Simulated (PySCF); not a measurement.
# C2H3BF2O2: the cost of one run

The runs use PySCF 2.14.0, with density-fitted response routines of our own; the level of theory stands in each step. All values are computed, except where a source is named. Atoms count from 0, in the outputs and in this text.

## 1. The molecule as given

10 atoms, charge 0, multiplicity 1; geometry from: GFN2-xTB. The atoms were then displaced at random by about 0.01 Å, so the start is not that level's minimum.

Bonds of the start (Å): O0–C1 1.22, C1–O2 1.33, C1–C3 1.48, C3–B4 1.61, B4–F5 1.31, B4–F6 1.30, O2–H7 1.00, C3–H8 1.11, C3–H9 1.10.

## 2. Relaxing the molecule at PBE0-D3(BJ)/def2-SVP

What the job is given:

```
{"job": {"xc": "PBE0", "basis": "def2-SVP", "d3": "d3bj", "grid": 1, "shake": 0.01, "kind": "geom"}, "charge": 0, "multiplicity": 1}
O      1.173530    -1.620230    -0.601680
C      0.895600    -0.585360    -0.019780
O      1.780330     0.382440     0.181730
C     -0.412060    -0.218760     0.560320
B     -1.334070     0.609680    -0.462130
F     -0.834800     1.391650    -1.390370
F     -2.634080     0.603090    -0.398140
H      2.663500     0.166650    -0.231270
H     -0.968910    -1.128210     0.870820
H     -0.278610     0.378120     1.469440
```

Command:

```bash
$ OMP_NUM_THREADS=1 python probes_run.py task.json out
```

One launch serves the whole session: the jobs run in the order shown.

**Question.** How long does this first job take on 1 thread of Arm Neoverse N1, shared host, and how much memory does it need?

About 2.4 min, with a peak of 0.46 GiB.
